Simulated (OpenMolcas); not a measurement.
# Dy²⁺ among point charges: CASSCF levels and susceptibility

Aim: the splitting of the states of Dy²⁺ in the field of 4 point charges, its lowest levels with spin-orbit coupling and its magnetic susceptibility.

Program: OpenMolcas 26.06. Level of theory: state-averaged CASSCF, spin-orbit coupling by RASSI with atomic mean-field integrals. These are calculated values, not measurements, unless marked.

**1. Starting point**

| Item | Value |
| --- | --- |
| Species | Dy²⁺ (dysprosium, Z = 66, 64 electrons) |
| Basis | ANO-RCC-VDZP [7s6p4d2f1g], 68 functions |
| Scalar Hamiltonian | DKH2, point nucleus |
| Inactive shells | 1s 2s 2p 3s 3p 3d 4s 4p 4d 5s 5p |
| Active space | 10 electrons in 7 orbitals (4f) |
| Some configurations of this space | 4f¹⁰ |
| Orbitals | optimised for the highest spin of each parity, averaged over all roots |

Outer shells as boxes (Hund's rule):

4f10
```
4f [↑↓][↑↓][↑↓][↑ ][↑ ][↑ ][↑ ]
```

The ion sits among 4 point charges of -1 e arranged as a tetrahedron (Td), 2.87 Å from the ion.

Each step is its own input file, run in one work folder so that later steps find the files of earlier ones. Labels, J, g values, rates, χT and fits are worked out afterwards by a script from the matrices that RASSI stores.

**2. GATEWAY and SEWARD: basis and integrals**

Input file a.inp:

```
&GATEWAY
Coord
1

Dy 0.0 0.0 0.0
Basis=ANO-RCC-VDZP
Group=NoSym
NoMove
AngMom=0.0 0.0 0.0
AMFI
XField
4 Angstrom 0
1.656995 1.656995 1.656995 -1.000000
1.656995 -1.656995 -1.656995 -1.000000
-1.656995 1.656995 -1.656995 -1.000000
-1.656995 -1.656995 1.656995 -1.000000
&SEWARD
```

Run with:

```bash
> OMP_NUM_THREADS=1 MOLCAS_MEM=2252 MOLCAS_PROJECT=a pymolcas a.inp > a.log
```

**3. CASSCF: quintets, 35 roots**

Input file a.inp:

```
&RASSCF
FileOrb=start.orb
Symmetry=1
Spin=5
nActEl=10 0 0
Inactive=27
Ras2=7
CIRoot=35 35 1
SDav=35
CIMx=300
Iter=120 100
PrWF=0.3
OrbListing=Nothing
MaxOrb=0
>>> COPY $Project.JobIph JOB001
```

start.orb holds the contracted functions of the basis, ordered by shell, or the orbitals of the step before.

**4. Reference wave functions, triplets, 162 roots**

Input file a.inp:

```
&RASSCF
FileOrb=start.orb
Symmetry=1
Spin=3
nActEl=10 0 0
Inactive=27
Ras2=7
CIRoot=162 162 1
SDav=210
CIMx=300
Iter=120 100
PrWF=0.3
OrbListing=Nothing
MaxOrb=0
CIOnly
>>> COPY $Project.JobIph JOB002
```

**5. Reference wave functions, singlets, 162 roots**

Input file a.inp:

```
&RASSCF
FileOrb=start.orb
Symmetry=1
Spin=1
nActEl=10 0 0
Inactive=27
Ras2=7
CIRoot=162 162 1
SDav=196
CIMx=300
Iter=120 100
PrWF=0.3
OrbListing=Nothing
MaxOrb=0
CIOnly
>>> COPY $Project.JobIph JOB003
```

**6. RASSI: spin-orbit coupling between the states**

Input file a.inp:

```
&RASSI
NrOfJobIphs=3 32 106 31
1 2 3 4 5 6 7 8 9 10 11 12 13 14 15 16 17 18 19 20 21 22 23 24 25 26 27
28 29 30 31 32
1 2 3 4 5 6 7 8 9 10 11 12 13 14 15 16 17 18 19 20 21 22 23 24 25 26 27
28 29 30 31 32 33 34 35 36 37 38 39 40 41 42 43 44 45 46 47 48 49 50 51
52 53 54 55 56 57 58 59 60 61 62 63 64 65 66 67 68 69 70 71 72 73 74 75
76 77 78 79 80 81 82 83 84 85 86 87 88 89 90 91 92 93 94 95 96 97 98 99
100 101 102 103 104 105 106
1 2 3 4 5 6 7 8 9 10 11 12 13 14 15 16 17 18 19 20 21 22 23 24 25 26 27
28 29 30 31
IphNames
JOB001
JOB002
JOB003
EJob
SpinOrbit
DIPRint=1.0
SOCoupling=1000.0
Subsets=2
Property=9
'ANGMOM' 1 'ANGMOM' 2 'ANGMOM' 3 'MLTPL  1' 1 'MLTPL  1' 2 'MLTPL  1' 3
'AMFI' 1 'AMFI' 2 'AMFI' 3
SOProperty=3
'ANGMOM' 1 'ANGMOM' 2 'ANGMOM' 3
```

Before running it: what results should come out? Wanted: spin-free ground state; first state of the same spin within the active space; lowest level; next level.

As calculated:

```
                                            quantity                            value
                                              method                           CASSCF
                              spin-free ground state  5A1, 1-fold in its orbital part
first state of the same spin within the active space                 5T1 at 4.57 cm⁻¹
                                        lowest level                        3-fold T2
                                          next level                         1.5 cm⁻¹
                                         χT at 300 K                  13.96 cm³ K/mol
                           effective moment at 300 K                         10.57 μB
```

**Reading.** The spin-free ground state (5A1) comes to 100 % from free-ion I terms and keeps the highest spin of the shell. The triplets, singlets rest on orbitals optimised for another spin in at least one step, which raises them against the optimised states. Not all states of the active space went into the spin-orbit step. High states of lower spin are left out of the spin-orbit mixing, and CASSCF puts spin-flip levels too high. This is an electrostatic model: the charges have no orbitals.
